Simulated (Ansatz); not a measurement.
# Be2CdS3: the cost of one run

Computed with Ansatz 0.2.0 (DFT PBE, scalar-relativistic, plane waves, PAW, unless a step's input says otherwise).

### Step 1. Starting point

Symmetry: P-6m2, No. 187, hexagonal system. The conventional cell has a = 5.029 Å, b = 5.029 Å, c = 5.015 Å, α = 90.00°, β = 90.00°, γ = 120.00°. Be (site symmetry -6m2) has 2 Be at 2.51 Å as nearest neighbours. Be (site symmetry -6m2) is surrounded by 2 Be at 2.51 Å and 6 S at 2.52 Å. Cd (site symmetry -6m2) is surrounded by 6 S at 2.82 Å and 3 Be at 2.90 Å. Around S (site symmetry mm2) lie 4 S at 2.23 to 2.80 Å and 2 Be at 2.52 Å and 2 Cd at 2.82 Å.

Structure file:

```
CELL_PARAMETERS angstrom
5.02872 0.00000 0.00000
-2.51436 4.35500 0.00000
0.00000 0.00000 5.01527
ATOMIC_POSITIONS crystal
Be 0.66667 0.33333 0.00000
Be 0.66667 0.33333 0.50000
Cd 0.00000 0.00000 0.00000
S 0.14760 0.85240 0.50000
S 0.14760 0.29519 0.50000
S 0.70481 0.85240 0.50000
```

A structure generator made this guess: random cell by space group and Wyckoff sites (P-6m2, No. 187). Its size is a rough estimate.

### Step 2. The guess as it stands, on a coarse mesh

input.yaml reads:

```yaml
crystal:
  lattice:
    - [5.02872135, 0.0, 0.0]
    - [-2.51436067, 4.35500044, 0.0]
    - [0.0, 0.0, 5.01526693]
  atoms:
    - { symbol: Be, position: [0.66666667, 0.33333333, 0.0] }
    - { symbol: Be, position: [0.66666667, 0.33333333, 0.5] }
    - { symbol: Cd, position: [0.0, 0.0, 0.0] }
    - { symbol: S, position: [0.14759541, 0.85240459, 0.5] }
    - { symbol: S, position: [0.14759541, 0.29519081, 0.5] }
    - { symbol: S, position: [0.70480919, 0.85240459, 0.5] }
basis:
  ecutwfc: 420
kpoints:
  mp_grid: { grid: [6, 6, 4] }
hamiltonian:
  xc: pbe
scf:
  occupations: { method: gaussian, width: 0.1 }
  lower_state_search: "off"
output:
  forces: true
  stress: true
  eigenvalues: true
```

On the command line:

```bash
$ ansatz run input.yaml --threads 1 --pin off --max-ram 2560MiB --backend cpu --events-out ev --progress --plain --runs-dir out
```

Q: Estimate wall time and peak memory on 1 thread of Intel Xeon Platinum 8488C (Sapphire Rapids), shared host.

About 3.6 s, with a peak of 0.42 GiB.
